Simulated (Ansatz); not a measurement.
Crystal: BW.

```
W B
1.0
    -1.55750    1.55750    8.46500
     1.55750   -1.55750    8.46500
     1.55750    1.55750   -8.46500
W B
4 4
Cartesian
  0.0000 0.0000 13.5948
  0.0000 1.5575 0.8973
  0.0000 1.5575 7.5677
  0.0000 0.0000 3.3352
  0.0000 0.0000 10.9706
  1.5575 0.0000 6.7381
  1.5575 0.0000 1.7269
  0.0000 0.0000 5.9594
```

```yaml
Program: Ansatz 0.2.0
Task: relaxation of cell and atoms
Functional: PBEsol
Potentials_or_basis: Ansatz PAW
Cutoff: "420 eV (not typed: the program's choice for these potentials)"
k_mesh: 12 × 12 × 12
Occupations: fermi-dirac, width 0.05 eV
Spin: no spin polarisation
```

At the start: volume 10.27 Å³/atom.

Task: How do energy, volume and symmetry change on relaxing?

Result: It ends after 7 steps and the volume is 10.26 Å³/atom (-0.1 %); space group I4_1/amd (No. 141, to 0.05 Å).

The path:
```
step  energy change (eV)  largest force (eV/Å)  volume (Å³)
   1              0.0000                2.0531        82.14
   2             -0.3228                1.1346        80.84
   3             -0.4765                0.5679        83.53
   4             -0.5436                0.0501        82.06
   5             -0.5444                0.0034        82.07
   6             -0.5444                0.0003        82.06
   7             -0.5443                0.0004        82.06
```

Final structure:
```
W B
1.0
    -1.56022    1.56022    8.42704
     1.56022   -1.56022    8.42704
     1.56022    1.56022   -8.42704
W B
4 4
Direct
  0.80303 0.80303 0.00000
  0.55303 0.05303 0.50000
  0.94697 0.44697 0.50000
  0.19697 0.19697 0.00000
  0.65628 0.65628 0.00000
  0.40628 0.90628 0.50000
  0.09372 0.59372 0.50000
  0.34372 0.34372 0.00000
```

Caveat: the plane-wave basis is chosen anew once the cell has moved, so the energies of steps on either side of that aren't comparable; the PAW data sets come from PBE, with cores solved anew for the run's functional, which leaves a small shift of forces and pressure.
